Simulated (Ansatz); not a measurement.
# CH6FGaSi: up Jacob's ladder to CCSD(T)

The task here is to estimate one member of a computed series from the others.

Program: Ansatz 0.2.0, Gaussian basis. Level of theory: functionals in def2-TZVPP, the program's frozen cores in correlated methods. These are calculated values, not measurements.

Levels to be run: LDA (SPW92), PBE-D4, revPBE-D4, BLYP-D4, r2SCAN-D4, B97M-V, PBE0-D4, B3LYP-D4, r2SCANh-D4, r2SCAN0-D4, HSE06-D4, BHLYP-D4, CAM-B3LYP-D4, LC-ωPBE, ωB97X-V, ωB97M-V, B2PLYP, PBE-QIDH; CCSD(T)/def2-SVP; CCSD(T)/def2-TZVPP; MP2/def2-QZVPP; extrapolation to the limit; RPA on PBE.

## The geometry

The geometry comes from an earlier relaxation with PBE0-D4 in a triple-zeta def2 set; it is a stationary point, not always the lowest conformer.

SMILES `F[CH]([SiH3])[GaH2]`, 10 atoms, charge 0, spin multiplicity 1.

Atoms are counted from 1 here; the program's logs count them from 0.

Bond lengths: F1–C2 1.406 Å, C2–Si3 1.890 Å, C2–Ga4 1.990 Å, C2–H5 1.100 Å, Si3–H6 1.488 Å, Si3–H7 1.488 Å, Si3–H8 1.486 Å, Ga4–H9 1.564 Å, Ga4–H10 1.569 Å. Angles: F1–C2–Si3 109.3°, F1–C2–Ga4 111.1°, F1–C2–H5 107.6°, Si3–C2–Ga4 113.4°, Si3–C2–H5 107.4°, Ga4–C2–H5 107.8°, C2–Si3–H6 110.3°, C2–Si3–H7 107.6°, C2–Si3–H8 111.2°, H6–Si3–H7 108.8°, H6–Si3–H8 108.9°, H7–Si3–H8 109.9°, C2–Ga4–H9 119.2°, C2–Ga4–H10 118.0°, H9–Ga4–H10 122.7°.

Set-up of the first run:

in.yaml

```yaml
crystal:
  periodic: [false, false, false]
  atoms:
    - {symbol: F, position_ang: [-1.860991, -0.181360, -0.633189]}
    - {symbol: C, position_ang: [-0.462161, -0.044831, -0.623082]}
    - {symbol: Si, position_ang: [0.284485, -1.340589, 0.532079]}
    - {symbol: Ga, position_ang: [0.072962, 1.817537, -0.170989]}
    - {symbol: H, position_ang: [-0.099603, -0.262132, -1.638470]}
    - {symbol: H, position_ang: [-0.060334, -1.033043, 1.946182]}
    - {symbol: H, position_ang: [1.762903, -1.284075, 0.375288]}
    - {symbol: H, position_ang: [-0.208507, -2.702931, 0.202371]}
    - {symbol: H, position_ang: [-1.027364, 2.850354, 0.239544]}
    - {symbol: H, position_ang: [1.598610, 2.181069, -0.229723]}
basis:
  gaussian: {orbitals: def2-TZVPP}
hamiltonian: {xc: lda}
output: {orbitals: {seedname: orbitals}}
```

The run is started by

```sh
$ ansatz run in.yaml --threads 2 --pin off --events-out ev --progress --plain --max-ram 4352MiB
```

Among the steps run: LDA; PBE-D4 (GGA); revPBE-D4 (GGA); BLYP-D4 (GGA); r2SCAN-D4 (meta-GGA); B97M-V (meta-GGA); B3LYP-D4 (hybrid); r2SCANh-D4 (hybrid); r2SCAN0-D4 (hybrid); HSE06-D4 (hybrid); BHLYP-D4 (hybrid); CAM-B3LYP-D4 (range-separated); LC-ωPBE (range-separated); ωB97X-V (range-separated); ωB97M-V (range-separated); B2PLYP (double hybrid); PBE-QIDH (double hybrid).

One table of the session follows, with a row left open; its other results are not shown here.

It belongs to the step «Frontier levels by functional». 

| functional | HOMO (eV) | LUMO (eV) | gap (eV) |
| --- | --- | --- | --- |
| LDA (SPW92) | -6.51 | -2.87 | 3.64 |
| PBE-D4 | ? | ? | ? |
| revPBE-D4 | -6.30 | -2.46 | 3.84 |
| BLYP-D4 | -6.25 | -2.55 | 3.71 |
| r2SCAN-D4 | -6.63 | -2.32 | 4.30 |
| B97M-V | -6.77 | -2.58 | 4.19 |
| PBE0-D4 | -7.66 | -1.79 | 5.87 |
| B3LYP-D4 | -7.45 | -2.08 | 5.38 |
| r2SCANh-D4 | -7.11 | -2.04 | 5.07 |
| r2SCAN0-D4 | -7.84 | -1.64 | 6.20 |
| HSE06-D4 | -7.26 | -2.16 | 5.10 |
| BHLYP-D4 | -8.86 | -1.06 | 7.80 |
| CAM-B3LYP-D4 | -9.01 | -0.92 | 8.09 |
| LC-ωPBE | -10.31 | 0.30 | 10.61 |
| ωB97X-V | -9.97 | 0.13 | 10.10 |
| ωB97M-V | -9.85 | -0.11 | 9.74 |

**Question.** Estimate the row for PBE-D4.

**Answer.** HOMO (eV): -6.36; LUMO (eV): -2.59; gap (eV): 3.77. In the column «HOMO (eV)» it lies between LDA (SPW92) (-6.51) and revPBE-D4 (-6.30).
